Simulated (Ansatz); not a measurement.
# CH2F2OSi: the cost of one run

Method: RKS B3LYP-D4/def2-SVP, in Ansatz 0.2.0.

## 1. Starting point

Bond lengths: O1–Si2 1.596 Å, Si2–F3 1.611 Å, Si2–C4 1.774 Å, C4–F5 1.378 Å, O1–H6 0.959 Å, C4–H7 1.087 Å. Angles: O1–Si2–F3 105.4°, O1–Si2–C4 135.1°, F3–Si2–C4 115.4°, Si2–O1–H6 123.6°, Si2–C4–F5 118.5°, Si2–C4–H7 118.6°, F5–C4–H7 108.8°.

Structure file:

```xyz
7

O    -0.7115    0.5879    1.5480
Si    0.2001    0.0069    0.3740
F     1.1620   -1.0784    1.0759
C     0.0373   -0.1448   -1.3860
F    -0.8421    0.6901   -2.0402
H    -0.7838    0.1815    2.4142
H     0.9380   -0.2431   -1.9859
```

## 2. Relaxing end A

The input, input.yaml:

```yaml
crystal:
  periodic: [false, false, false]
  atoms:
    - { symbol: O, position_ang: [-0.71147, 0.58793, 1.54805] }
    - { symbol: Si, position_ang: [0.2001, 0.00686, 0.37397] }
    - { symbol: F, position_ang: [1.16198, -1.07843, 1.07593] }
    - { symbol: C, position_ang: [0.03729, -0.14479, -1.38604] }
    - { symbol: F, position_ang: [-0.84215, 0.69006, -2.04023] }
    - { symbol: H, position_ang: [-0.78379, 0.18148, 2.41418] }
    - { symbol: H, position_ang: [0.93804, -0.24312, -1.98586] }
basis:
  gaussian: { orbitals: def2-SVP }
hamiltonian:
  xc: b3lyp
  dispersion: d4
relax:
  f_tol: 0.015
  max_steps: 40
output:
  orbitals: {}
```

On the command line:

```bash
ansatz run input.yaml --threads 1 --pin off --max-ram 2048MiB --backend cpu --events-out ev --progress --plain --runs-dir out
```

What time and memory should one allow on 1 thread of Intel Xeon 6975P-C (Granite Rapids), shared host?

About 28 s, with a peak of 0.18 GiB.
